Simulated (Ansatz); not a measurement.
# NiTe2 (P-3m1): fixed-spin-moment curve from a Python script

Wanted for NiTe2 (P-3m1): a fixed-spin-moment curve.

The COD entry's cell or inner coordinates are ideal or old and differ from later refinements, so a difference from it is no clean test against experiment.

Program: Ansatz 0.2.0 through its Python package. Level of theory: DFT r2SCAN, plane waves, PAW. These are calculated values, not measurements.

### 1 The system

The structure is trigonal, space group P-3m1 (No. 164). The conventional cell has a = 3.861 Å, b = 3.861 Å, c = 5.297 Å, α = 90.00°, β = 90.00°, γ = 120.00°. Around Ni (site symmetry -3m) lie 6 Te at 2.59 Å. Around Te (site symmetry 3m) lie 3 Ni at 2.59 Å.

The script holds or builds the structure itself.

### 2 The code

fsm.py reads:

```python
"""Fixed-spin-moment curve of NiTe2."""

import ansatz
from tabulate import tabulate

nite2 = (
    ansatz.Lattice.from_parameters(3.861, 3.861, 5.297, alpha=90, beta=90, gamma=120)
    .space_group(164)
    .atom("Ni", (0.0, 0.0, 0.0))
    .atom("Te", (1 / 3, 2 / 3, 0.25))
)

job = (
    nite2.calculation()
    .functional("r2SCAN")
    .basis(650)
    .kpoints(9, 9, 6)
    .occupations("fermi_dirac", width=0.05)
)
# a hard lock holds the total moment, with one Fermi level a spin
rows = []
for total in [0.0, 0.4, 0.7, 1.1, 1.4, 1.8]:
    report = job.spin("collinear", total=total, lock="hard").run(threads=1).report
    up, down = report["spin_fermi_energies_ev"]
    rows.append((total, report["free_energy_ev"], up - down, report["absolute_magnetization_mub"]))
reference = rows[0][1]
rows = [(m, 1000 * (e - reference), split, size) for m, e, split, size in rows]
print(tabulate(rows, headers=["total muB", "F - F(0) meV", "EF up - down eV", "absolute muB"], floatfmt=".4f", tablefmt="pipe"))
best = min(rows, key=lambda row: row[1])
print(f"lowest at {best[0]} muB per cell, {best[1]:.1f} meV against the first point")
```

### 3 The run

Command:

```
$ python fsm.py
```

**Question.** At which total moment is the energy lowest, and how steeply does it rise?

The runs gave:

| quantity | value |
| --- | --- |
| runs compared | 6 |
| range of energy | 219.71 meV/atom |
| lowest point, total moment held (μB) | 0.0 |

What this shows: The lowest point lies at 0 μB a cell, the first of the scan; at 1.8 μB the energy is 659 meV above the lowest. Of the deposited cell: the entry's cell lengths or inner coordinates differ somewhat from later room-temperature determinations. r2SCAN tends to overestimate the moments of itinerant magnets. Only points where the Fermi levels of the two spins meet (minima, maxima and zero moment) are free solutions; a shallow minimum can lie between the points.
